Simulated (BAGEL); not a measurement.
**singlet [SiH3O4]+: a chain of runs**

Wanted: a single-point energy (singlet [SiH3O4]+, HF/6-31G*), then a single-point energy (doublet SiH3O4, NEVPT2(3,3)/6-31G*), then the energy (doublet SiH3O4, CASPT2(3,3)/6-31G*) of H3O4Si. 

The results are computed with BAGEL 1.2.2.

## 1. The system as given

The species is [SiH3O4]+ (8 atoms), meant as a singlet with charge +1. As SMILES of the parent species, `[O][Si](O)(O)O`. One bond was lengthened or shortened from a relaxed shape. That shape belongs to the parent species and isn't relaxed for this state.

Bond lengths: O1–Si2 1.656 Å, Si2–O3 1.631 Å, Si2–O4 1.622 Å, Si2–O5 1.624 Å, O3–H6 0.959 Å, O4–H7 0.959 Å, O5–H8 1.102 Å. Angles: O1–Si2–O3 102.2°, O1–Si2–O4 107.0°, O1–Si2–O5 116.5°, O3–Si2–O4 116.6°, O3–Si2–O5 108.2°, O4–Si2–O5 106.6°, Si2–O3–H6 117.6°, Si2–O4–H7 116.9°, Si2–O5–H8 118.2°.

## 2. The energy at HF/6-31G(d) (density fitting with svp-jkfit, spherical functions) (run 1)

Input file hf.json:

```json
{ "bagel" : [

{
  "title" : "molecule",
  "basis" : "6-31gs.json",
  "df_basis" : "svp-jkfit",
  "geometry" : [
    { "atom" : "O", "xyz" : [    -2.70758825,     0.71126457,     2.13670388 ] },
    { "atom" : "Si", "xyz" : [    -0.39872087,     0.35391736,     0.05422569 ] },
    { "atom" : "O", "xyz" : [     2.08230056,     0.11581187,     1.86609510 ] },
    { "atom" : "O", "xyz" : [    -0.50095506,     2.77352269,    -1.82359516 ] },
    { "atom" : "O", "xyz" : [    -0.53194657,    -2.14467852,    -1.72343967 ] },
    { "atom" : "H", "xyz" : [     2.37388530,     1.43918707,     3.06966167 ] },
    { "atom" : "H", "xyz" : [    -0.20634675,     2.45982815,    -3.58311915 ] },
    { "atom" : "H", "xyz" : [    -0.31180481,    -4.00773117,    -0.82070806 ] }
  ]
},

{
  "title" : "hf",
  "charge" : 1
},

{
  "title" : "print",
  "file" : "orbitals.molden",
  "orbitals" : "true"
}

]}
```

The basis set 6-31G* is read from a file made from the Basis Set Exchange's data (not shown).

Started as:

```bash
$ BAGEL_NUM_THREADS=1 BAGEL hf.json > hf.out
```

Standard output:

```text
* using 1 threads per process

  ===============================================================
  ===============================================================

  *** Geometry ***

  { "atom" : "O", "xyz" : [     -2.707588,      0.711265,      2.136704 ] },
  { "atom" : "Si", "xyz" : [     -0.398721,      0.353917,      0.054226 ] },
  { "atom" : "O", "xyz" : [      2.082301,      0.115812,      1.866095 ] },
[... 4 lines of this table left out ...]
  { "atom" : "H", "xyz" : [     -0.311805,     -4.007731,     -0.820708 ] },

  Number of auxiliary basis functions:      490

  Since a DF basis is specified, we compute 2- and 3-index integrals:
    o Being stored without compression. Storage requirement is 0.025 GB

  Number of basis functions:       80
  Number of electrons      :       49

    * METHOD: MOLECULE                             0.42

  *** RHF ***

  === Nuclear Repulsion ===
   256.5168044247

      * DIIS with orbital gradients will be used.

  === RHF iteration (6-31gs.json) ===
      0       -589.39838467          0.02569818           0.09
      1       -589.54777472          0.01877699           0.08
      2       -589.70307539          0.00401463           0.13
[... 54 lines of this table left out ...]
     57       -589.71485643          0.00000001           0.08
    * SCF iteration converged.

    * Permanent dipole moment:
           (    0.496077,     0.126141,    -1.147334) a.u.

    * METHOD: HF                                   5.19

    * METHOD: PRINT                                0.04

  ===============================================================
```

Wall time 6.3 s (1 thread of AMD EPYC 7R43 (Zen 3), shared host); peak memory 0.14 GiB.

## 3. Doublet neutral SiH3O4: a single-point energy at NEVPT2(3,3)/6-31G(d) (density fitting with svp-jkfit, spherical functions) (run 2)

Input file nevpt2.json:

```json
{ "bagel": [

{
  "title": "molecule",
  "basis": "6-31gs.json",
  "df_basis": "svp-jkfit",
  "angstrom": "false",
  "geometry": [
    { "atom": "O", "xyz": [    -2.70758825,     0.71126457,     2.13670388 ] },
    { "atom": "Si", "xyz": [    -0.39872087,     0.35391736,     0.05422569 ] },
    { "atom": "O", "xyz": [     2.08230056,     0.11581187,     1.86609510 ] },
    { "atom": "O", "xyz": [    -0.50095506,     2.77352269,    -1.82359516 ] },
    { "atom": "O", "xyz": [    -0.53194657,    -2.14467852,    -1.72343967 ] },
    { "atom": "H", "xyz": [     2.37388530,     1.43918707,     3.06966167 ] },
    { "atom": "H", "xyz": [    -0.20634675,     2.45982815,    -3.58311915 ] },
    { "atom": "H", "xyz": [    -0.31180481,    -4.00773117,    -0.82070806 ] }
  ]
},

{ "title": "hf", "charge": 1 },

{ "title": "casscf", "nstate": 1, "nact": 3, "nclosed": 23, "nspin": 1, "active": [18, 25, 27], "maxiter": 200, "natocc": "true" },

{
  "title": "nevpt2",
  "nstate": 1,
  "nact": 3,
  "nclosed": 23,
  "nspin": 1,
  "active": [18, 25, 27],
  "maxiter": 200,
  "natocc": "true",
  "ncore": 9
},

{ "title": "print", "file": "orbitals.molden", "orbitals": "true" }

]}
```

The basis set 6-31G* is read from a file made from the Basis Set Exchange's data (not shown).

Started as:

```bash
$ BAGEL_NUM_THREADS=1 BAGEL nevpt2.json > nevpt2.out
```

Standard output:

```text
* using 1 threads per process

  ===============================================================
  ===============================================================

  *** Geometry ***

  { "atom" : "O", "xyz" : [     -2.707588,      0.711265,      2.136704 ] },
  { "atom" : "Si", "xyz" : [     -0.398721,      0.353917,      0.054226 ] },
  { "atom" : "O", "xyz" : [      2.082301,      0.115812,      1.866095 ] },
[... 4 lines of this table left out ...]
  { "atom" : "H", "xyz" : [     -0.311805,     -4.007731,     -0.820708 ] },

[... 23 lines left out ...]
    * SCF iteration converged.
[... 1 line left out ...]
    * Permanent dipole moment:
[... 28 lines left out ...]
    * Second-order optimization converged. *
[... 11 lines left out ...]
     * ci vector, state   0, <S^2> = 0.7500
[... 3 lines left out ...]
    * METHOD: CASSCF                               9.38

    * freezing 9 orbitals

  === DF-NEVPT2 calculation ===

    * 3-index integral transformation done
    * assembly done

      NEVPT2 correlation energy:   -0.7269279378      0.27

          (+0)     -0.5943402257
          (+0)'    -0.0423896863
          (+1)     -0.0167181234
          (+1)'    -0.0000133559
          (+2)     -0.0005538673
          (-1)     -0.0683542715
          (-1)'    -0.0000175132
          (-2)     -0.0045408944

      NEVPT2 total energy:       -590.9774804108

    * METHOD: NEVPT2                               0.45

    * METHOD: PRINT                                0.04

  ===============================================================
```

Wall time 17 s (1 thread of AMD EPYC 7R43 (Zen 3), shared host); peak memory 0.14 GiB.

## 4. Doublet neutral SiH3O4: a single-point energy at CASPT2(3,3)/6-31G(d) (density fitting with svp-jkfit, spherical functions) (run 3)

Input file input.json:

```json
{ "bagel" : [

{
  "title" : "molecule",
  "basis" : "6-31gs.json",
  "df_basis" : "svp-jkfit",
  "geometry" : [
    { "atom" : "O", "xyz" : [ -2.70758825,  0.71126457,  2.13670388 ] },
    { "atom" : "Si", "xyz" : [ -0.39872087,  0.35391736,  0.05422569 ] },
    { "atom" : "O", "xyz" : [  2.08230056,  0.11581187,  1.86609510 ] },
    { "atom" : "O", "xyz" : [ -0.50095506,  2.77352269, -1.82359516 ] },
    { "atom" : "O", "xyz" : [ -0.53194657, -2.14467852, -1.72343967 ] },
    { "atom" : "H", "xyz" : [  2.37388530,  1.43918707,  3.06966167 ] },
    { "atom" : "H", "xyz" : [ -0.20634675,  2.45982815, -3.58311915 ] },
    { "atom" : "H", "xyz" : [ -0.31180481, -4.00773117, -0.82070806 ] }
  ]
},
{ "title" : "hf", "charge" : 1 },
{ "title" : "casscf", "nstate" : 1, "nact" : 3, "nclosed" : 23, "nspin" : 1, "active" : [18, 25, 27], "maxiter" : 200, "natocc" : true },
{ "title" : "print", "file" : "orbitals.molden", "orbitals" : true },
{ "title" : "smith", "method" : "caspt2", "ms" : true, "xms" : true, "sssr" : true, "shift" : 0.2, "shift_imag" : true, "ncore" : 9 }

]}
```

The basis set 6-31G* is read from a file made from the Basis Set Exchange's data (not shown).

Started as:

```bash
$ BAGEL_NUM_THREADS=1 BAGEL input.json > input.out
```

Standard output:

```text
* using 1 threads per process

  ===============================================================
  ===============================================================

  *** Geometry ***

  { "atom" : "O", "xyz" : [     -2.707588,      0.711265,      2.136704 ] },
  { "atom" : "Si", "xyz" : [     -0.398721,      0.353917,      0.054226 ] },
  { "atom" : "O", "xyz" : [      2.082301,      0.115812,      1.866095 ] },
[... 4 lines of this table left out ...]
  { "atom" : "H", "xyz" : [     -0.311805,     -4.007731,     -0.820708 ] },

[... 25 lines left out ...]
    * Permanent dipole moment:
[... 40 lines left out ...]
     * ci vector, state   0, <S^2> = 0.7500
[... 21 lines left out ...]
       #      aibj      arbs      arbi      airj      risj      airs      arst      rist         Etot      error   time
[... 9 lines left out ...]
      ------------------------------------------------------------------------------------------------------------------

    * CASPT2 energy : state  0     -590.9833671297
        w/o shift correction       -590.9808243910
        reference weight              0.8309076317

    * METHOD: SMITH                                1.37

  ===============================================================
```

It took 19 s on 1 thread of AMD EPYC 7R43 (Zen 3), shared host; peak memory 0.21 GiB.

## 5. What came out

| quantity | value |
| --- | --- |
| run 1, HF/6-31G*: total energy | -589.71486 Eh |
| run 1, HF/6-31G*: HOMO energy | -19.59 eV |
| run 1, HF/6-31G*: LUMO energy | -11.19 eV |
| run 1, HF/6-31G*: HOMO–LUMO gap | 8.40 eV |
| doublet neutral SiH3O4, run 2: total energy | -590.97748 Eh |
| doublet neutral SiH3O4, run 3: total energy | -590.98337 Eh |
